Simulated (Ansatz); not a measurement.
# FH4OPSi: small, medium and large basis sets

An exercise on one series of results from a longer session: the logs are not shown, and one member is left open.

Program: Ansatz 0.2.0, Gaussian basis. Level of theory: one geometry, several basis sets. These are calculated values, not measurements.

Levels to be run: PBE0-D4/def2-SVP; ωB97M-V/def2-SVP; PBE0-D4/def2-QZVPP; ωB97M-V/def2-QZVPP; the functionals' def2-TZVPP values are taken from earlier runs.

### The relaxed structure

All runs share one geometry, relaxed beforehand with PBE0-D4 in a triple-zeta def2 set.

SMILES `F[SiH2]OP`, 8 atoms, charge 0, spin multiplicity 1.

Atoms are counted from 1 here; the program's logs count them from 0.

Bond lengths: F1–Si2 1.593 Å, Si2–O3 1.631 Å, Si2–H5 1.479 Å, Si2–H6 1.474 Å, O3–P4 1.653 Å, P4–H7 1.423 Å, P4–H8 1.424 Å. Angles: F1–Si2–O3 109.7°, F1–Si2–H5 107.2°, F1–Si2–H6 108.0°, O3–Si2–H5 110.7°, O3–Si2–H6 107.1°, H5–Si2–H6 114.1°, Si2–O3–P4 129.5°, O3–P4–H7 97.5°, O3–P4–H8 98.5°, H7–P4–H8 92.0°.

The first run:

File in.yaml:

```yaml
crystal:
  periodic: [false, false, false]
  atoms:
    - {symbol: F, position_ang: [-1.393408, 1.404659, -1.085982]}
    - {symbol: Si, position_ang: [-0.399604, 1.208781, 0.143789]}
    - {symbol: O, position_ang: [-0.111171, -0.380413, 0.368611]}
    - {symbol: P, position_ang: [0.944425, -1.379098, -0.418851]}
    - {symbol: H, position_ang: [0.851261, 1.925507, -0.187731]}
    - {symbol: H, position_ang: [-1.074029, 1.702990, 1.358060]}
    - {symbol: H, position_ang: [1.269939, -2.214816, 0.686144]}
    - {symbol: H, position_ang: [0.004787, -2.324811, -0.919841]}
basis:
  gaussian: {orbitals: def2-SVP}
hamiltonian: {xc: pbe0, dispersion: d4}
output: {orbitals: {seedname: orbitals}}
```

Started as:

```console
> ansatz run in.yaml --threads 2 --pin off --events-out ev --progress --plain --max-ram 4352MiB
```

Steps of the session up to this table: PBE0-D4 in def2-SVP; ωB97M-V in def2-SVP; PBE0-D4 in def2-QZVPP; ωB97M-V in def2-QZVPP.

One table of the session follows, with a row left open; its other results are not shown here.

It belongs to the step «Density functionals: the series». 

| functional | basis | HOMO (eV) | LUMO (eV) |
| --- | --- | --- | --- |
| PBE0-D4 | def2-SVP | -7.41 | -0.01 |
| PBE0-D4 | def2-TZVPP | -7.47 | -0.52 |
| PBE0-D4 | def2-QZVPP | -7.50 | -0.64 |
| ωB97M-V | def2-SVP | -9.62 | 2.08 |
| ωB97M-V | def2-TZVPP | -9.71 | 1.39 |
| ωB97M-V | def2-QZVPP | ? | ? |

**Question.** Estimate the row for ωB97M-V, def2-QZVPP.

**Answer.** HOMO (eV): -9.74; LUMO (eV): 1.15. In the column «HOMO (eV)» it is the lowest.
